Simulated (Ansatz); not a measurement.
## Ga3Se under changes of volume

One of the cells (21.771 Å³/atom); the others are scaled copies at fixed shape and fractional positions:

```
Se Ga
1.0
     4.43246    0.00000    0.00000
     0.00000    4.43246    0.00000
     0.00000    0.00000    4.43246
Se Ga
1 3
Direct
  0.00000 0.00000 0.00000
  0.50000 0.50000 0.00000
  0.50000 0.00000 0.50000
  0.00000 0.50000 0.50000
```

The cell comes from a database or a generator and needn't be the stable form of this composition.

| Item | Value |
| --- | --- |
| Program | Ansatz 0.2.0 |
| Functional | PBE |
| Potentials or basis | Ansatz PAW |
| Cutoff | 420 eV (not typed: the program's choice for these potentials) |
| k mesh | 6 × 6 × 6 |
| Occupations | fermi-dirac, width 0.05 eV |
| Spin | no spin polarisation |

```csv
volume (Å³/atom),energy over the lowest point (meV/atom),pressure (GPa)
20.465,6.08,2.1
20.900,1.74,1.1
21.335,0.00,0.2
21.771,?,?
22.206,3.15,-1.3
22.642,7.49,-1.9
23.077,13.35,-2.4
```

Question: What does the run at 21.771 Å³/atom give?

Answer: Energy over the lowest point 0.57 meV/atom; pressure -0.6 GPa.

Worked out: A Birch-Murnaghan fit of order 3 (a polynomial in V^(-2/3)) to the other rows has its minimum at 21.44 Å³/atom with B0 = V·E''(V) = 40 GPa and B' = 5.6. It gives 0.57 meV/atom at 21.771 Å³/atom, against the run's 0.57, and -dE/dV = -0.6 GPa, against -0.6.

Energies are extrapolated to zero smearing.
